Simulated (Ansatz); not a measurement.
# CH4AlBOSi: geometry optimisation in Python

What geometry does CH4AlBOSi take? Aim: a geometry optimisation, for CH4AlBOSi, run from a script. SMILES: O=C[SiH]1[BH][AlH]1.

All numbers are computed with the Python package of Ansatz 0.2.0. Level of theory: B3LYP+D3(BJ)/cc-pVDZ.

**1. Starting point**

Bond lengths: O1–C2 1.184 Å, C2–Si3 1.867 Å, Si3–B4 1.953 Å, Si3–Al5 2.131 Å, B4–Al5 2.224 Å, C2–H6 1.077 Å, Si3–H7 1.458 Å, B4–H8 1.165 Å, Al5–H9 1.624 Å. Angles (14 of 15 angles, heavy atoms first): O1–C2–Si3 121.7°, C2–Si3–B4 109.0°, C2–Si3–Al5 114.4°, B4–Si3–Al5 65.8°, Si3–B4–Al5 60.9°, Si3–Al5–B4 53.2°, O1–C2–H6 116.8°, Si3–C2–H6 121.5°, C2–Si3–H7 116.1°, B4–Si3–H7 115.3°, Al5–Si3–H7 124.6°, Si3–B4–H8 152.9°, Al5–B4–H8 146.0°, Si3–Al5–H9 152.5°.

The script holds or builds the structure itself.

**2. Script**

run_opt.py

```python
"""Minimum-energy structure of CH4AlBOSi."""

import logging
import sys

import ansatz
from ase import Atoms
import numpy as np

logging.basicConfig(stream=sys.stdout, format="%(levelname)s %(message)s")
logger = logging.getLogger("ansatz_job")
logger.setLevel(logging.INFO)


def main() -> None:
    atoms = Atoms(["O", "C", "Si", "B", "Al", "H", "H", "H", "H"], positions=[
        [1.5658, 2.179, 0.1734],
        [1.3695, 1.0175, 0.2934],
        [0.0697, 0.1325, -0.7125],
        [-0.2171, -1.6454, 0.0437],
        [-1.8024, -0.1036, 0.2778],
        [1.9907, 0.4907, 0.9977],
        [0.2409, 0.1727, -2.1603],
        [0.0846, -2.7556, 0.2256],
        [-3.2133, 0.4661, 0.8442],
    ])
    geometry = ansatz.Crystal.molecule_from_ase(atoms)

    base = (
        geometry.calculation()
        .basis(gaussian="cc-pVDZ")
        .functional("b3lyp", dispersion="d3bj")
    )
    symbols = [site.symbol for site in geometry.cartesian_sites]
    start = np.array([site.position_ang for site in geometry.cartesian_sites], dtype=float)
    def progress(event):
        if event["event"] == "relax_step":
            row = event["data"]
            logger.info(f"step {row['step']:3d}  E = {row['lagrangian_ev']:.6f} eV  max force {row['allowed_force_max_ev_ang']:.4f} eV/A")


    r = base.relax(force_tolerance=0.02, max_steps=100).session().plan().execute(on_event=progress).report
    end = np.array(r["positions_ang"])

    for key in ("converged", "free_energy_ev", "reference_energy_ev", "n_frozen", "n_occupied", "n_virtual"):
        logger.info(f"{key:22s} {r[key]}")

    logger.info("bond        before    after (A)")
    for i, j in [(0, 1), (1, 2), (1, 5), (2, 3), (2, 4), (2, 6), (3, 4), (3, 7), (4, 8)]:
        d0, d1 = (np.linalg.norm(xyz[i] - xyz[j]) for xyz in (start, end))
        print(f"{symbols[i]}{i}-{symbols[j]}{j}".ljust(10), f"{d0:8.4f} {d1:8.4f}")

    charges = r["charge_distribution"]
    print("dipole moment", round(4.803205 * float(np.linalg.norm(charges["dipole_moment_e_ang"])), 3), "D")
    print("Mulliken:", [(s, round(q, 3)) for s, q in zip(symbols, charges["mulliken_charges_e"])])


if __name__ == "__main__":
    main()
```

**3. Launch**

Started as:

```sh
python run_opt.py
```

Q: Predict the main results. Wanted: total energy; dipole moment; moves of the relaxation; energy gained; last largest force component.

**Answer**, as computed:

```
                    quantity           value
                total energy  -18298.9913 eV
               dipole moment          1.49 D
     moves of the relaxation              22
               energy gained        2.390 eV
last largest force component     0.0100 eV/Å
```

**Reading.** After 22 moves the largest shift is 2.181 Å, of atom 6 (H). So large a move can change the bonding: the results belong to the relaxed structure. Caveats:
- The end point is the stationary point reached from this start; no frequency run checks that it is a minimum, and the basis set is modest.
- Total less reference energy is the dispersion correction.
- b3lyp holds the VWN-RPA fit, as in Gaussian; the form of ORCA and Turbomole is b3lyp5.
- The bonding changed during the relaxation, so the end is another isomer than the start names.
